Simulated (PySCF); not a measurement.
**InP (triplet): spin, charge, geometry and surroundings**

How does InP (triplet) answer to another spin, charge, distance or environment?

Program: PySCF 2.14.0. Level of theory: each script names its method and basis. These are calculated values, not measurements.

2 further runs of the same task are left out: 2 that didn't finish.

## Step 1: Starting geometry

InP (triplet): 2 atoms, charge 0, spin multiplicity 3.

Bond lengths: In1–P2 2.455 Å.

## Step 2: The run that the others are compared with

The input, input.py:

```python
from pyscf import gto, scf, mp

mol = gto.M(
    atom='In 0 0 0; P 0 0 2.455',
    basis='3-21g',
    charge=0,
    spin=2,
    verbose=3,
)
mf = scf.UHF(mol)
mf.kernel()
mp.MP2(mf, frozen=23).kernel()
mf.dip_moment()
print('orbital energies (hartree):', [e[max(0, n-3):n+3].round(4) for e, n in zip(mf.mo_energy, mol.nelec)])
```

The run is started by

```sh
$ OMP_NUM_THREADS=1 python input.py
```

Its log is not repeated here.

It gives: E(SCF) = -6053.721340 Eh, E(MP2) − E(SCF) = -0.06027 Eh, ⟨S²⟩ = 2.101, μ = 3.25 D (of the SCF density).

No relativity is included for the heavy element. The bond length is a typed value, not an optimised one. The triplet is typed in the script; nothing here shows that it is the ground state.

## Step 3: Bond 0.3 Å

Edit 1 changes bond length: 2.455 Å → 0.3 Å.

The input, input.py:

```python
from pyscf import gto, scf, mp

mol = gto.M(
    atom='In 0 0 0; P 0 0 0.3',
    basis='3-21g',
    charge=0,
    spin=2,
    verbose=3,
)
mf = scf.UHF(mol)
mf.kernel()
mp.MP2(mf, frozen=23).kernel()
mf.dip_moment()
print('orbital energies (hartree):', [e[max(0, n-3):n+3].round(4) for e, n in zip(mf.mo_energy, mol.nelec)])
```

The run is started by

```sh
$ OMP_NUM_THREADS=1 python input.py
```

## Step 4: Bond 1.964 Å

Edit 2 changes bond length: 2.455 Å → 1.964 Å.

Edit input.py of step 2 so:

```diff
@@ -3,3 +3,3 @@
 mol = gto.M(
-    atom='In 0 0 0; P 0 0 2.455',
+    atom='In 0 0 0; P 0 0 1.964',
     basis='3-21g',
```

## Step 5: Charge +1 (quartet)

Edit 3 changes charge: 0 → 1; spin (2S): 2 → 3.

Edit input.py of step 2 so:

```diff
@@ -5,4 +5,4 @@
     basis='3-21g',
-    charge=0,
-    spin=2,
+    charge=1,
+    spin=3,
     verbose=3,
```

## Step 6: Lengths in bohr

Edit 4 changes length unit: angstrom → bohr; bond length: 2.455 Å → 2.455 bohr.

Edit input.py of step 2 so:

```diff
@@ -7,2 +7,3 @@
     spin=2,
+    unit='bohr',
     verbose=3,
```

What does the calculation give? Wanted: for each run, E(SCF); from base; gap, α spin; SCF dipole; after the SCF.

As calculated:

| run | E(SCF) (hartree) | from base (eV) | gap, α spin (eV) | SCF dipole (D) | after the SCF |
| --- | --- | --- | --- | --- | --- |
| base | -6053.721340 | 0 | 9.02 | 3.25 | MP2 correlation -1.640 eV, core frozen |
| bond 0.3 Å (poor choice) | -5831.662051 | +6042.5411 | 4.67 | 2.13 | MP2 correlation -0.727 eV, core frozen |
| bond 1.964 Å | -6053.608750 | +3.0637 | 9.21 | 3.05 | MP2 correlation -1.855 eV, core frozen |
| charge +1 (quartet) | -6053.503882 | +5.9173 | 9.89 | n/a | MP2 correlation -1.151 eV, core frozen |
| lengths in bohr (poor choice) | -6052.059662 | not comparable | 8.13 | 0.19 | MP2 correlation -1.827 eV, core frozen |

The largest comparable shift of the SCF energy, +6042.541 eV, comes with the run “bond 0.3 Å”. At the SCF level, going to the quartet with one electron fewer costs 5.92 eV at fixed geometry, which need not be the lowest ionisation. With bond 0.3 Å the frontier gap moves by over 1.5 eV, which can mean another electronic state rather than the bond length alone. Rows marked «poor choice» come from settings spoiled on purpose.
